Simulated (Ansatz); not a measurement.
# SrOs (CsCl type): equation of state

Aim: the bulk modulus of SrOs (CsCl type) from energies at several volumes around the relaxed one. The cell was built by placing the elements on the sites of a structure type; the runs don't test whether it is the stable form.

Program: Ansatz 0.2.0. Level of theory: DFT r²SCAN, scalar-relativistic, plane waves, PAW. These are calculated values, not measurements.

1 further run of the same task is left out (it didn't finish). Runs told in other sessions of the task aren't counted.

### Step 1. The system as given

Symmetry: Pm-3m, No. 221, cubic system. The conventional cell has a = 3.585 Å, b = 3.585 Å, c = 3.585 Å, α = 90.00°, β = 90.00°, γ = 90.00°. Around Sr (site symmetry m-3m) lie 8 Os at 3.10 Å. Os (site symmetry m-3m) is surrounded by 8 Sr at 3.10 Å.

Structure file:

```
CELL_PARAMETERS angstrom
3.58479 0.00000 0.00000
0.00000 3.58479 0.00000
0.00000 0.00000 3.58479
ATOMIC_POSITIONS crystal
Sr 0.00000 0.00000 0.00000
Os 0.50000 0.50000 0.50000
```

This cell comes from an earlier session at r²SCAN: 23.033 Å³/atom at 0.00 GPa, on a 10×10×10 mesh.

Volume factors to run: 0.980, 1.020, 0.960, 1.040, 1.070.

### Step 2. Volume × 0.980

File input.yaml:

```yaml
crystal:
  lattice:
    - [3.5607262637, 0.0, 0.0]
    - [0.0, 3.5607262637, 0.0]
    - [0.0, 0.0, 3.5607262637]
  atoms:
    - { symbol: Sr, position: [0.0, 0.0, 0.0] }
    - { symbol: Os, position: [0.5, 0.5, 0.5] }
basis:
  ecutwfc: 500
  ecutrho_ratio: 4
kpoints:
  mp_grid: { grid: [10, 10, 10] }
hamiltonian:
  xc: r2scan
scf:
  occupations: { method: gaussian, width: 0.05 }
output:
  forces: true
  stress: true
  eigenvalues: true
```

The run is started by

```sh
$ ansatz run input.yaml --threads 2 --pin off --max-ram 2662MiB --backend cpu --events-out ev --progress --plain --runs-dir out
```

Further steps of the session: Scaling the volume by 1.020; Scaling the volume by 0.960; Scaling the volume by 1.040; Scaling the volume by 1.070.

**Question.** What will these runs give? Wanted: V0; B0; B0′; scatter of the fit.

**Answer**, as computed:

```
          quantity           value
                V0  23.030 Å³/atom
                B0          68 GPa
               B0′             3.8
scatter of the fit  0.002 meV/atom
```

What this shows: The fitted minimum lies at 23.03 Å³/atom, and the bulk modulus is 68 GPa. One per cent of compression takes about 0.68 GPa. These are values at 0 K without zero-point motion. Spin–orbit coupling is left out, though the cell holds Os; in elements this heavy it can shift levels and gaps by tenths of an eV.
